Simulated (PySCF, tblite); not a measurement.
**C₅H₅FGe: dynamics, then NMR shifts on frames**

How do NMR shifts of C₅H₅FGe (`FCC#CC#[C][GeH3]`) change as the atoms move?

Programs: tblite 0.8.0 and PySCF 2.14.0, with density-fitted response routines of our own. Each step states its level of theory. These are calculated values for one molecule in the gas phase, unless marked as measured. Atoms count from 0, in the outputs and in this text.

**1. The starting structure**

12 atoms, charge 0, multiplicity 1; geometry from: GFN2-xTB.

Bonds of the start (Å): F0–C1 1.38, C1–C2 1.44, C2–C3 1.21, C3–C4 1.36, C4–C5 1.21, C5–Ge6 1.89, C1–H7 1.10, C1–H8 1.10, Ge6–H9 1.49, Ge6–H10 1.49, Ge6–H11 1.49.

**2. Dynamics with GFN2-xTB**

Job settings and geometry (Å):

```
{"job": {"kind": "md", "xc": "GFN2-xTB", "basis": "xTB", "temperature": 300, "steps": 2000, "every": 50, "frames": 5}, "charge": 0, "multiplicity": 1}
F      3.903581     1.226811     0.929350
C      3.484361     0.234109     0.069970
C      2.045312     0.109125     0.069340
C      0.839254     0.051048     0.109117
C     -0.513556    -0.050924     0.128157
C     -1.724648    -0.139575     0.150744
Ge    -3.604947    -0.281028     0.193464
H      3.954878    -0.698649     0.407646
H      3.852086     0.503041    -0.928951
H     -4.042324    -1.131245    -0.950104
H     -4.187364     1.085249     0.075327
H     -4.005434    -0.908647     1.484632
```

Method: GFN2-xTB Langevin dynamics, gas phase.

Launch:

```
$ OMP_NUM_THREADS=1 python probes_run.py task.json out
```

One launch serves the whole session: the jobs run in the order shown.

The log of the run:

```text
t/fs     T/K      E/eV
    0.0   261.5   -537.92831
   25.0   145.5   -537.63946
   50.0   266.5   -537.64638
   75.0   307.8   -537.62684
  100.0   276.2   -537.59496
  125.0   269.7   -537.70545
  150.0   284.0   -537.73243
  175.0   170.3   -537.60106
  200.0   178.1   -537.58737
  225.0   210.0   -537.61596
  250.0   191.2   -537.57291
  275.0   183.7   -537.61977
  300.0   270.6   -537.67846
  325.0   245.5   -537.56755
  350.0   481.0   -537.72748
  375.0   260.8   -537.54579
  400.0   287.5   -537.59339
  425.0   278.9   -537.64242
  450.0   409.8   -537.57912
  475.0   342.2   -537.55351
  500.0   369.6   -537.66278
  525.0   350.3   -537.68137
  550.0   221.6   -537.66190
  575.0   197.2   -537.42390
  600.0   446.7   -537.66347
  625.0   456.6   -537.56216
  650.0   368.1   -537.40988
  675.0   364.0   -537.33781
  700.0   437.3   -537.43798
  725.0   378.1   -537.38129
  750.0   449.5   -537.64787
  775.0   283.7   -537.45398
  800.0   400.1   -537.48485
  825.0   388.5   -537.42230
  850.0   504.1   -537.54798
  875.0   285.8   -537.31701
  900.0   301.7   -537.39769
  925.0   300.7   -537.51638
  950.0   285.1   -537.55978
  975.0   401.7   -537.64619
 1000.0   294.7   -537.50279
```

Run time: 16 s. Hardware: 1 thread of Arm Neoverse N1, shared host; peak memory 0.19 GiB.

Distance from the start (root mean square after alignment): 0 fs 0.00 Å, 200 fs 0.46 Å, 400 fs 0.34 Å, 600 fs 0.96 Å, 800 fs 1.10 Å, 1000 fs 0.97 Å.

Positions (Å) and forces (eV/Å) at 1000 fs:

```xyz
12

F     2.834    0.882    2.338    0.347   -0.413   -1.541
C     2.849    0.250    1.044   -1.625   -0.124    0.919
C     1.441   -0.064    0.718    0.459    0.369   -0.102
C     0.274    0.018    0.373    2.759    0.021    0.790
C    -1.026   -0.116    0.278   -3.439   -0.460   -0.469
C    -2.243   -0.257    0.186    1.048    0.045    0.445
Ge   -4.100   -0.578    0.027   -0.188    0.472   -0.223
H     3.458   -0.659    1.168   -0.072    0.374   -0.170
H     3.164    0.938    0.251    0.520    0.075    0.521
H    -4.877    0.690    0.537    0.416   -0.893   -0.259
H    -4.553   -1.914    0.608    0.180    0.532   -0.034
H    -4.127   -0.665   -1.482   -0.406    0.002    0.122
```

**3. Shielding tensors: 250 fs, PBE0/pcSseg-1**

Job settings and geometry (Å):

```
{"job": {"kind": "nmr", "xc": "PBE0", "basis": "pcSseg-1", "pop": false}, "charge": 0, "multiplicity": 1}
F      3.673200     1.671400     0.927700
C      3.117400     0.425500     0.548100
C      1.685100     0.343700     0.646200
C      0.477000     0.433500     0.525200
C     -0.912300     0.333600     0.425400
C     -2.089800     0.069100     0.266400
Ge    -3.931800    -0.462400     0.297900
H      3.659600    -0.293300     1.064400
H      3.362100     0.396900    -0.531100
H     -3.851900    -1.915500     0.117400
H     -4.528500     0.011600    -0.907700
H     -4.554100     0.117200     1.470700
```

With the program's defaults for keys left out, this is: GIAO PBE0/pcSseg-1 NMR shielding, non-relativistic, gas phase.

The log of the run:

```text
coarse grid: 50976 points
cycle   1  E = -2369.2857610827  dE =  3.090e-01  |g| = 9.980e-01  |ddm| = 3.917e+00
cycle   2  E = -2369.2276180969  dE =  5.814e-02  |g| = 1.126e+00  |ddm| = 1.712e+00
cycle   3  E = -2369.3664853355  dE = -1.389e-01  |g| = 2.279e-01  |ddm| = 1.172e+00
cycle   4  E = -2369.3747853880  dE = -8.300e-03  |g| = 1.232e-01  |ddm| = 3.186e-01
cycle   5  E = -2369.3784604422  dE = -3.675e-03  |g| = 3.074e-02  |ddm| = 1.125e-01
cycle   6  E = -2369.3786477961  dE = -1.874e-04  |g| = 4.708e-03  |ddm| = 3.009e-02
cycle   7  E = -2369.3786503711  dE = -2.575e-06  |g| = 1.987e-03  |ddm| = 4.917e-03
final grid: 107544 points
cycle   8  E = -2369.3786235248  dE =  4.318e-06  |g| = 4.562e-03  |ddm| = 5.527e-03
cycle   9  E = -2369.3785975205  dE =  2.600e-05  |g| = 1.110e-02  |ddm| = 1.095e-02
cycle  10  E = -2369.3786289026  dE = -3.138e-05  |g| = 3.133e-04  |ddm| = 7.599e-03
cycle  11  E = -2369.3786289278  dE = -2.523e-08  |g| = 6.018e-05  |ddm| = 4.484e-04
cycle  12  E = -2369.3786289286  dE = -7.976e-10  |g| = 1.860e-05  |ddm| = 5.938e-05
converged SCF energy = -2369.3786289286

GIAO shielding tensors (ppm)
atom      isotropic    diamagn.    paramagn.     s11        s22        s33       span
  0 F      405.699     468.928     -63.229    343.237    406.471    467.390    124.154
  1 C      111.505     245.245    -133.740     77.026     87.912    169.577     92.551
  2 C      110.540     265.207    -154.667     13.953     22.226    295.441    281.488
  3 C       97.297     253.071    -155.773     22.028     34.821    235.043    213.015
  4 C       86.857     254.916    -168.059     -8.182     -2.942    271.695    279.877
  5 C       95.883     271.586    -175.703      1.267     15.744    270.637    269.370
  6 Ge    1610.093    2755.765   -1145.672   1561.844   1584.299   1684.136    122.292
  7 H       27.580      28.405      -0.825     22.709     28.710     31.321      8.612
  8 H       25.700      29.148      -3.448     20.466     27.109     29.525      9.059
  9 H       27.928      28.761      -0.833     20.599     23.470     39.716     19.117
 10 H       28.933      29.732      -0.799     21.348     23.528     41.922     20.574
 11 H       28.193      28.530      -0.337     20.685     23.269     40.624     19.939
```

It took 29 s on 1 thread of Arm Neoverse N1, shared host; peak memory 0.86 GiB.

The references, computed at this level on geometries of the same kind, shield at (ppm): ¹H TMS 31.72, ¹³C TMS 186.9, ¹⁹F CFCl3 170.9, ⁷³Ge GeMe4 1331. Their shielding less the atom's gives the shift. The references are single molecules in the gas phase, so shifts against H2O, NH3, PH3, H3PO4 or CFCl3 are not on the usual liquid scales and can be off by tens of ppm. Each atom is listed at this fixed geometry, with no averaging over motion; a spectrum would average atoms that exchange fast.

```csv
atoms,environment,σ (ppm),δ (ppm)
C4,alkyne carbon,86.9,100.1
C5,alkyne carbon,95.9,91.0
C3,alkyne carbon,97.3,89.6
C2,alkyne carbon,110.5,76.4
C1,propargylic sp3 CH2 bonded to F,111.5,75.4
H8,hydrogen on a propargylic sp3 CH2 bonded to F,25.70,6.02
H7,hydrogen on a propargylic sp3 CH2 bonded to F,27.58,4.14
H9,hydrogen on a germanium bonded to C,27.93,3.79
H11,hydrogen on a germanium bonded to C,28.19,3.52
H10,hydrogen on a germanium bonded to C,28.93,2.78
F0,fluorine on an sp3 carbon,405.7,-234.8
Ge6,"germanium bonded to C, 3 H",1610,-279
```

**4. NMR shieldings: 425 fs, PBE0/pcSseg-1**

Job settings and geometry (Å):

```
{"job": {"kind": "nmr", "xc": "PBE0", "basis": "pcSseg-1", "pop": false}, "charge": 0, "multiplicity": 1}
F      3.021000     1.902300     1.163200
C      2.836900     0.530700     1.428300
C      1.516100     0.117300     1.028800
C      0.323700     0.077600     0.867700
C     -0.971100    -0.088300     0.633100
C     -2.082800    -0.301900     0.147600
Ge    -3.935000    -0.638600    -0.036400
H      3.058500     0.446800     2.496500
H      3.740100     0.066600     0.889600
H     -4.318400    -1.625600     0.961400
H     -4.144200    -1.123200    -1.453400
H     -4.655900     0.710500     0.126100
```

With the program's defaults for keys left out, this is: GIAO PBE0/pcSseg-1 NMR shielding, non-relativistic, gas phase.

The log of the run:

```text
coarse grid: 50976 points
cycle   1  E = -2369.2875595592  dE =  3.102e-01  |g| = 1.004e+00  |ddm| = 3.770e+00
cycle   2  E = -2369.2181118894  dE =  6.945e-02  |g| = 1.155e+00  |ddm| = 1.817e+00
cycle   3  E = -2369.3689399116  dE = -1.508e-01  |g| = 2.508e-01  |ddm| = 1.210e+00
cycle   4  E = -2369.3797608192  dE = -1.082e-02  |g| = 1.247e-01  |ddm| = 3.037e-01
cycle   5  E = -2369.3834019165  dE = -3.641e-03  |g| = 3.571e-02  |ddm| = 1.145e-01
cycle   6  E = -2369.3836560326  dE = -2.541e-04  |g| = 9.626e-03  |ddm| = 3.492e-02
cycle   7  E = -2369.3836733840  dE = -1.735e-05  |g| = 5.319e-03  |ddm| = 1.046e-02
cycle   8  E = -2369.3836801217  dE = -6.738e-06  |g| = 5.396e-04  |ddm| = 4.169e-03
final grid: 107544 points
cycle   9  E = -2369.3836629524  dE =  1.196e-08  |g| = 6.383e-04  |ddm| = 2.457e-03
cycle  10  E = -2369.3836627385  dE =  2.139e-07  |g| = 1.141e-03  |ddm| = 1.399e-03
cycle  11  E = -2369.3836630152  dE = -2.767e-07  |g| = 2.665e-04  |ddm| = 9.363e-04
cycle  12  E = -2369.3836630342  dE = -1.900e-08  |g| = 3.605e-05  |ddm| = 2.583e-04
cycle  13  E = -2369.3836630345  dE = -3.074e-10  |g| = 1.144e-05  |ddm| = 3.743e-05
converged SCF energy = -2369.3836630345

GIAO shielding tensors (ppm)
atom      isotropic    diamagn.    paramagn.     s11        s22        s33       span
  0 F      394.333     474.555     -80.221    321.868    396.936    464.196    142.329
  1 C      107.167     239.178    -132.012     78.556     82.431    160.513     81.957
  2 C      112.420     264.889    -152.469     18.787     23.161    295.313    276.526
  3 C       97.850     252.574    -154.724     23.981     30.035    239.534    215.552
  4 C       83.806     258.343    -174.537    -12.249     -7.486    271.152    283.402
  5 C       92.430     267.959    -175.530     -1.716     10.599    268.406    270.121
  6 Ge    1602.817    2755.194   -1152.377   1566.681   1587.229   1654.542     87.861
  7 H       26.046      26.153      -0.107     21.750     26.370     30.018      8.268
  8 H       25.238      25.811      -0.572     20.810     25.086     29.819      9.009
  9 H       27.934      28.202      -0.267     20.599     23.135     40.069     19.470
 10 H       27.502      27.747      -0.246     20.714     22.872     38.919     18.205
 11 H       26.919      26.951      -0.032     20.359     22.583     37.814     17.455
```

It took 31 s on 1 thread of Arm Neoverse N1, shared host; peak memory 0.77 GiB.

Key values: δ C4 103.1, C5 94.5, C3 89.1, C1 79.8, H8 6.48, H7 5.67 ppm.

**5. NMR shieldings: 625 fs, PBE0/pcSseg-1**

Job settings and geometry (Å):

```
{"job": {"kind": "nmr", "xc": "PBE0", "basis": "pcSseg-1", "pop": false}, "charge": 0, "multiplicity": 1}
F      3.194100     1.415600     1.969800
C      2.812700     0.144000     1.487700
C      1.391800     0.039700     1.081400
C      0.205100    -0.106200     0.813800
C     -1.025300    -0.215000     0.382900
C     -2.107900    -0.515000    -0.094700
Ge    -3.972900    -0.869800    -0.111500
H      2.959700    -0.594200     2.353800
H      3.471100     0.014000     0.651200
H     -4.584500    -0.495300     1.171200
H     -4.252600    -2.381700    -0.230900
H     -4.748400    -0.149000    -1.186100
```

Method: GIAO PBE0/pcSseg-1 NMR shielding, non-relativistic, gas phase.

The log of the run:

```text
coarse grid: 50976 points
cycle   1  E = -2369.2839105106  dE =  2.717e-01  |g| = 1.008e+00  |ddm| = 3.821e+00
cycle   2  E = -2369.1854746874  dE =  9.844e-02  |g| = 1.206e+00  |ddm| = 1.789e+00
cycle   3  E = -2369.3559275992  dE = -1.705e-01  |g| = 3.232e-01  |ddm| = 1.335e+00
cycle   4  E = -2369.3783407185  dE = -2.241e-02  |g| = 1.301e-01  |ddm| = 3.888e-01
cycle   5  E = -2369.3823037855  dE = -3.963e-03  |g| = 4.164e-02  |ddm| = 1.177e-01
cycle   6  E = -2369.3826376278  dE = -3.338e-04  |g| = 1.293e-02  |ddm| = 3.903e-02
cycle   7  E = -2369.3826753634  dE = -3.774e-05  |g| = 5.268e-03  |ddm| = 1.341e-02
cycle   8  E = -2369.3826812813  dE = -5.918e-06  |g| = 4.948e-04  |ddm| = 4.297e-03
final grid: 107544 points
cycle   9  E = -2369.3826529106  dE = -2.394e-08  |g| = 4.647e-04  |ddm| = 1.375e-03
cycle  10  E = -2369.3826529017  dE =  8.925e-09  |g| = 5.347e-04  |ddm| = 8.513e-04
cycle  11  E = -2369.3826529456  dE = -4.386e-08  |g| = 1.154e-04  |ddm| = 4.769e-04
cycle  12  E = -2369.3826529488  dE = -3.215e-09  |g| = 3.289e-05  |ddm| = 1.036e-04
cycle  13  E = -2369.3826529490  dE = -2.528e-10  |g| = 6.320e-06  |ddm| = 3.625e-05
converged SCF energy = -2369.3826529490

GIAO shielding tensors (ppm)
atom      isotropic    diamagn.    paramagn.     s11        s22        s33       span
  0 F      401.806     470.455     -68.649    348.752    407.532    449.134    100.382
  1 C      105.038     243.365    -138.327     69.727     84.942    160.445     90.718
  2 C      106.655     264.172    -157.517      7.402     18.637    293.926    286.525
  3 C      102.401     249.908    -147.507     26.650     36.240    244.314    217.664
  4 C       83.812     255.988    -172.176    -17.576     -6.168    275.180    292.756
  5 C       96.593     269.145    -172.552     -1.554     25.168    266.163    267.717
  6 Ge    1598.888    2752.178   -1153.290   1535.945   1557.411   1703.309    167.364
  7 H       25.000      25.305      -0.306     19.996     26.078     28.925      8.928
  8 H       26.266      28.498      -2.232     21.235     27.639     29.925      8.690
  9 H       27.750      27.725       0.025     20.581     23.045     39.623     19.042
 10 H       27.024      26.437       0.587     20.650     22.485     37.937     17.287
 11 H       27.543      27.011       0.532     20.803     22.463     39.365     18.562
```

It took 31 s on 1 thread of Arm Neoverse N1, shared host; peak memory 0.95 GiB.

In short: δ C4 103.1, C5 90.3, C3 84.5, C1 81.9, H7 6.72, H8 5.45 ppm.

**6. NMR shieldings: 800 fs, PBE0/pcSseg-1**

Job settings and geometry (Å):

```
{"job": {"kind": "nmr", "xc": "PBE0", "basis": "pcSseg-1", "pop": false}, "charge": 0, "multiplicity": 1}
F      2.999500     1.539900     1.608400
C      2.722600     0.282400     1.149300
C      1.275800     0.116600     0.896300
C      0.095700    -0.153400     0.841800
C     -1.149300    -0.308000     0.281800
C     -2.214800    -0.307600    -0.227900
Ge    -4.023600    -0.399100    -0.456700
H      2.929800    -0.520700     1.937300
H      3.282500     0.060100     0.212300
H     -4.558000     0.452100     0.657300
H     -4.534500    -1.738600    -0.256800
H     -4.483000     0.114300    -1.796700
```

Method: GIAO PBE0/pcSseg-1 NMR shielding, non-relativistic, gas phase.

The log of the run:

```text
coarse grid: 50976 points
cycle   1  E = -2369.2778446847  dE =  4.033e-01  |g| = 1.012e+00  |ddm| = 3.839e+00
cycle   2  E = -2369.2022679016  dE =  7.558e-02  |g| = 1.152e+00  |ddm| = 1.438e+00
cycle   3  E = -2369.3578196357  dE = -1.556e-01  |g| = 2.830e-01  |ddm| = 9.792e-01
cycle   4  E = -2369.3750177767  dE = -1.720e-02  |g| = 1.190e-01  |ddm| = 3.351e-01
cycle   5  E = -2369.3783373735  dE = -3.320e-03  |g| = 2.580e-02  |ddm| = 9.864e-02
cycle   6  E = -2369.3784514221  dE = -1.140e-04  |g| = 5.333e-03  |ddm| = 2.344e-02
cycle   7  E = -2369.3784546240  dE = -3.202e-06  |g| = 2.307e-03  |ddm| = 4.767e-03
final grid: 107544 points
cycle   8  E = -2369.3784439366  dE =  4.618e-06  |g| = 4.912e-03  |ddm| = 5.329e-03
cycle   9  E = -2369.3784187644  dE =  2.517e-05  |g| = 1.119e-02  |ddm| = 1.075e-02
cycle  10  E = -2369.3784498127  dE = -3.105e-05  |g| = 3.030e-04  |ddm| = 7.584e-03
cycle  11  E = -2369.3784498377  dE = -2.500e-08  |g| = 6.041e-05  |ddm| = 4.250e-04
cycle  12  E = -2369.3784498386  dE = -8.886e-10  |g| = 1.465e-05  |ddm| = 5.683e-05
converged SCF energy = -2369.3784498386

GIAO shielding tensors (ppm)
atom      isotropic    diamagn.    paramagn.     s11        s22        s33       span
  0 F      417.307     469.398     -52.091    392.249    408.313    451.360     59.111
  1 C      110.360     244.962    -134.602     80.908     86.070    164.103     83.195
  2 C       96.009     267.118    -171.108     -7.724      6.777    288.974    296.698
  3 C      104.730     263.385    -158.655     26.824     42.204    245.161    218.337
  4 C       86.370     255.477    -169.107    -11.372     -0.363    270.846    282.218
  5 C      104.277     268.640    -164.362     11.157     31.292    270.384    259.227
  6 Ge    1615.362    2754.808   -1139.446   1560.060   1599.231   1686.794    126.735
  7 H       25.327      25.945      -0.618     20.498     26.085     29.397      8.899
  8 H       25.953      27.605      -1.652     21.564     26.655     29.639      8.076
  9 H       27.557      27.588      -0.032     20.376     23.403     38.891     18.515
 10 H       28.458      28.625      -0.167     21.168     23.168     41.037     19.869
 11 H       27.813      27.703       0.109     20.994     22.773     39.671     18.677
```

Wall time 30 s (1 thread of Arm Neoverse N1, shared host); peak memory 0.8 GiB.

This run: δ C4 100.6, C2 90.9, C5 82.6, C3 82.2, H7 6.39, H8 5.76 ppm.

**7. Shielding tensors: 1000 fs, PBE0/pcSseg-1**

Job settings and geometry (Å):

```
{"job": {"kind": "nmr", "xc": "PBE0", "basis": "pcSseg-1", "pop": false}, "charge": 0, "multiplicity": 1}
F      2.834000     0.881800     2.337700
C      2.848600     0.249700     1.043600
C      1.441100    -0.064200     0.717600
C      0.274300     0.018100     0.373400
C     -1.025500    -0.115700     0.277800
C     -2.243400    -0.257400     0.186200
Ge    -4.100200    -0.577500     0.026600
H      3.458000    -0.659000     1.167800
H      3.164300     0.937800     0.250900
H     -4.877000     0.689900     0.536900
H     -4.552500    -1.914400     0.608200
H     -4.126500    -0.665500    -1.481900
```

Level: GIAO PBE0/pcSseg-1 NMR shielding, non-relativistic, gas phase.

The log of the run:

```text
coarse grid: 50976 points
cycle   1  E = -2369.2781468977  dE =  2.286e-01  |g| = 1.015e+00  |ddm| = 3.854e+00
cycle   2  E = -2369.1759594990  dE =  1.022e-01  |g| = 1.224e+00  |ddm| = 1.734e+00
cycle   3  E = -2369.3574278295  dE = -1.815e-01  |g| = 3.129e-01  |ddm| = 1.209e+00
cycle   4  E = -2369.3772464399  dE = -1.982e-02  |g| = 1.328e-01  |ddm| = 3.574e-01
cycle   5  E = -2369.3813284414  dE = -4.082e-03  |g| = 4.470e-02  |ddm| = 1.225e-01
cycle   6  E = -2369.3817212876  dE = -3.928e-04  |g| = 1.253e-02  |ddm| = 4.061e-02
cycle   7  E = -2369.3817554263  dE = -3.414e-05  |g| = 5.584e-03  |ddm| = 1.298e-02
cycle   8  E = -2369.3817623379  dE = -6.912e-06  |g| = 5.888e-04  |ddm| = 4.210e-03
final grid: 107544 points
cycle   9  E = -2369.3817717100  dE = -2.221e-08  |g| = 5.835e-04  |ddm| = 2.183e-03
cycle  10  E = -2369.3817716659  dE =  4.411e-08  |g| = 7.615e-04  |ddm| = 1.178e-03
cycle  11  E = -2369.3817717610  dE = -9.509e-08  |g| = 2.220e-04  |ddm| = 6.690e-04
cycle  12  E = -2369.3817717738  dE = -1.282e-08  |g| = 3.390e-05  |ddm| = 1.857e-04
cycle  13  E = -2369.3817717741  dE = -2.392e-10  |g| = 8.445e-06  |ddm| = 3.202e-05
converged SCF energy = -2369.3817717741

GIAO shielding tensors (ppm)
atom      isotropic    diamagn.    paramagn.     s11        s22        s33       span
  0 F      382.894     471.108     -88.214    320.340    400.195    428.145    107.805
  1 C      103.899     248.294    -144.395     69.952     80.114    161.632     91.680
  2 C      102.958     267.337    -164.379      4.467     11.462    292.946    288.479
  3 C      100.537     257.938    -157.402     26.034     32.360    243.216    217.182
  4 C       86.117     249.231    -163.115     -8.283     -2.902    269.535    277.818
  5 C       94.575     272.267    -177.692      0.403     16.982    266.340    265.937
  6 Ge    1610.200    2756.565   -1146.365   1540.096   1627.443   1663.061    122.964
  7 H       26.125      27.176      -1.050     21.748     26.219     30.410      8.662
  8 H       25.970      28.750      -2.780     21.180     26.494     30.237      9.056
  9 H       26.369      26.398      -0.029     20.084     22.124     36.900     16.816
 10 H       26.858      27.243      -0.385     20.407     22.133     38.034     17.626
 11 H       27.174      27.933      -0.759     19.926     23.351     38.244     18.317
```

Run time: 31 s. Hardware: 1 thread of Arm Neoverse N1, shared host; peak memory 0.77 GiB.

This run: δ C4 100.8, C5 92.3, C3 86.4, C2 84.0, H8 5.75, H7 5.59 ppm.

**8. Side by side: NMR shifts**

Shifts (ppm) of some atoms, chosen among heavy atoms and hydrogens apart, with basis size and wall time:

```csv
frame,C5,C2,C1,H7,H10,F0,Ge6,functions,time
250 fs,91.0,76.4,75.4,4.14,2.78,-234.8,-279,168,29 s
425 fs,94.5,74.5,79.8,5.67,4.22,-223.4,-272,168,31 s
625 fs,90.3,80.3,81.9,6.72,4.69,-230.9,-268,168,31 s
800 fs,82.6,90.9,76.6,6.39,3.26,-246.4,-284,168,30 s
1000 fs,92.3,84.0,83.0,5.59,4.86,-211.9,-279,168,31 s
```

**9. Summary of results**

| quantity | value |
| --- | --- |
| thermostat | 300 K |
| mean temperature, second half | 356 K |
| mean potential energy above the minimum | 0.42 eV |
| ¹³C shifts against TMS (PBE0/pcSseg-1, 250 fs) | 100.1, 91.0, 89.6, 76.4, 75.4 ppm |
| ¹H shifts against TMS (PBE0/pcSseg-1, 250 fs) | 6.02, 4.14, 3.79, 3.52, 2.78 ppm |
| ¹⁹F shifts against CFCl3 (PBE0/pcSseg-1, 250 fs) | -234.8 ppm |
| ⁷³Ge shifts against GeMe4 (PBE0/pcSseg-1, 250 fs) | -279 ppm |
| range of the shift of F0 | -246.4 to -211.9 ppm |

In the second half the potential energy averages 0.42 eV above the minimum; equipartition over 30 harmonic modes at 300 K would give 0.39 eV. With 12 atoms the temperature swings widely (146 to 504 K). Shifts at one fixed geometry are not the observed spectrum, which averages over the motion. In ppm, F0 moves most: its shift spreads over 34.4 ppm, from -246.4 (800 fs) to -211.9 (1000 fs). Spin-orbit coupling is left out, which matters for shieldings and couplings at and beside the heavy atoms.
